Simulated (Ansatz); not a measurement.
# CH₅BGeO: how energies converge with the basis set

Aim: see how fast density functionals converge with the basis set for CH₅BGeO.

The runs use Ansatz 0.2.0, Gaussian basis; one geometry, several basis sets.

Plan: PBE0-D4/def2-SVP; ωB97M-V/def2-SVP; PBE0-D4/def2-QZVPP; ωB97M-V/def2-QZVPP; the functionals' def2-TZVPP values are taken from earlier runs.

### 1 The geometry

The geometry comes from an earlier relaxation with PBE0-D4 in a triple-zeta def2 set; it is a stationary point, not always the lowest conformer.

SMILES `[BH2][GeH2][CH]=O`, 9 atoms, charge 0, spin multiplicity 1.

Atoms are counted from 1 here; the program's logs count them from 0.

Bond lengths: B1–Ge2 2.051 Å, B1–H5 1.193 Å, B1–H6 1.194 Å, Ge2–C3 2.023 Å, Ge2–H7 1.542 Å, Ge2–H8 1.534 Å, C3–O4 1.196 Å, C3–H9 1.116 Å. Angles: Ge2–B1–H5 121.6°, Ge2–B1–H6 119.4°, H5–B1–H6 118.9°, B1–Ge2–C3 106.4°, B1–Ge2–H7 111.4°, B1–Ge2–H8 116.3°, C3–Ge2–H7 104.9°, C3–Ge2–H8 107.1°, H7–Ge2–H8 109.9°, Ge2–C3–O4 123.3°, Ge2–C3–H9 116.4°, O4–C3–H9 120.3°.

As a file:

```xyz
9
charge 0, multiplicity 1
B    -0.9615    1.3468   -0.4313
Ge    0.7391    0.2336   -0.1573
C     0.1369   -1.5671    0.5400
O     0.0545   -2.5427   -0.1476
H    -1.3542    1.6318   -1.5211
H    -1.6053    1.6769    0.5190
H     1.6195    0.8187    0.9656
H     1.5905   -0.0275   -1.4068
H    -0.1308   -1.6168    1.6222
```

### 2 PBE0-D4 in def2-SVP

in.yaml reads:

```yaml
crystal:
  periodic: [false, false, false]
  atoms:
    - {symbol: B, position_ang: [-0.961510, 1.346818, -0.431254]}
    - {symbol: Ge, position_ang: [0.739097, 0.233632, -0.157260]}
    - {symbol: C, position_ang: [0.136893, -1.567121, 0.540045]}
    - {symbol: O, position_ang: [0.054465, -2.542684, -0.147578]}
    - {symbol: H, position_ang: [-1.354249, 1.631763, -1.521067]}
    - {symbol: H, position_ang: [-1.605338, 1.676904, 0.518983]}
    - {symbol: H, position_ang: [1.619499, 0.818745, 0.965623]}
    - {symbol: H, position_ang: [1.590457, -0.027492, -1.406762]}
    - {symbol: H, position_ang: [-0.130814, -1.616766, 1.622169]}
basis:
  gaussian: {orbitals: def2-SVP}
hamiltonian: {xc: pbe0, dispersion: d4}
output: {orbitals: {seedname: orbitals}}
```

The runs that follow: ωB97M-V in def2-SVP; PBE0-D4 in def2-QZVPP; ωB97M-V in def2-QZVPP.

**Question.** What will the summary of the whole plan be? Wanted: PBE0-D4: double and triple zeta above quadruple; ωB97M-V: double and triple zeta above quadruple.

As calculated:

```
                                       quantity           value
PBE0-D4: double and triple zeta above quadruple  12.98, 1.43 eV
ωB97M-V: double and triple zeta above quadruple  13.12, 1.40 eV
```

In words: PBE0-D4 gains 11.54 eV from double to triple zeta, then 1.43 eV more. Total energies overstate the basis error of differences, where much of it tends to cancel.
